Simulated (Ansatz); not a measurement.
# C₂H₄Zn: a ladder of functionals and wavefunction methods

The task here is to estimate one member of a computed series from the others.

Method: functionals in def2-TZVPP, the program's frozen cores in correlated methods; program: Ansatz 0.2.0, Gaussian basis.

Plan: LDA (SPW92), PBE-D4, revPBE-D4, BLYP-D4, r2SCAN-D4, B97M-V, PBE0-D4, B3LYP-D4, r2SCANh-D4, r2SCAN0-D4, HSE06-D4, BHLYP-D4, CAM-B3LYP-D4, LC-ωPBE, ωB97X-V, ωB97M-V, B2PLYP, PBE-QIDH; CCSD(T)/def2-SVP; CCSD(T)/def2-TZVPP; MP2/def2-QZVPP; extrapolation to the limit; RPA on PBE.

## The relaxed structure

An earlier PBE0-D4 in a triple-zeta def2 set relaxation fixed the geometry.

7 atoms, charge 0, spin multiplicity 1.

Atoms are counted from 1 here; the program's logs count them from 0.

Bond lengths: C1–C2 1.324 Å, C1–H4 1.085 Å, C1–H5 1.085 Å, C2–H6 1.085 Å, C2–H7 1.085 Å. Angles: C2–C1–H4 121.7°, C2–C1–H5 121.7°, H4–C1–H5 116.7°, C1–C2–H6 121.7°, C1–C2–H7 121.7°, H6–C2–H7 116.6°.

The first run:

Contents of in.yaml:

```yaml
crystal:
  periodic: [false, false, false]
  atoms:
    - {symbol: C, position_ang: [-0.758258, 0.422960, -0.540745]}
    - {symbol: C, position_ang: [0.285662, 0.515955, 0.267714]}
    - {symbol: Zn, position_ang: [1.478124, -2.888188, 0.772397]}
    - {symbol: H, position_ang: [-1.764900, 0.294186, -0.158040]}
    - {symbol: H, position_ang: [-0.649142, 0.468884, -1.618873]}
    - {symbol: H, position_ang: [0.177170, 0.471856, 1.346120]}
    - {symbol: H, position_ang: [1.292543, 0.646447, -0.114172]}
basis:
  gaussian: {orbitals: def2-TZVPP}
hamiltonian: {xc: lda}
output: {orbitals: {seedname: orbitals}}
```

Run with:

```console
$ ansatz run in.yaml --threads 2 --pin off --events-out ev --progress --plain --max-ram 4352MiB
```

Among the steps run: LDA; PBE-D4 (GGA); revPBE-D4 (GGA); BLYP-D4 (GGA); r2SCAN-D4 (meta-GGA); B97M-V (meta-GGA); B3LYP-D4 (hybrid); r2SCANh-D4 (hybrid); r2SCAN0-D4 (hybrid); HSE06-D4 (hybrid); BHLYP-D4 (hybrid); CAM-B3LYP-D4 (range-separated); LC-ωPBE (range-separated); ωB97X-V (range-separated); ωB97M-V (range-separated); B2PLYP (double hybrid); PBE-QIDH (double hybrid).

One table of the session follows, with a row left open; its other results are not shown here.

It belongs to the step «Orbital energies across the functionals». 

```
  functional  HOMO (eV)  gap (eV)
 LDA (SPW92)      -5.87      4.31
      PBE-D4      -5.63      4.29
   revPBE-D4      -5.54      4.29
     BLYP-D4      -5.58      4.35
   r2SCAN-D4      -5.85      4.76
      B97M-V      -5.56      4.36
     PBE0-D4      -6.35      5.78
    B3LYP-D4      -6.31      5.54
  r2SCANh-D4      -6.12      5.32
  r2SCAN0-D4      -6.53      6.12
    HSE06-D4      -5.94      5.02
    BHLYP-D4      -7.02      7.12
CAM-B3LYP-D4      -7.63      7.91
     LC-ωPBE      -8.71      9.94
     ωB97X-V          ?         ?
     ωB97M-V      -8.42      9.38
```

Q: Estimate the row for ωB97X-V from the others.

The run gave: HOMO (eV): -8.42; gap (eV): 9.57.
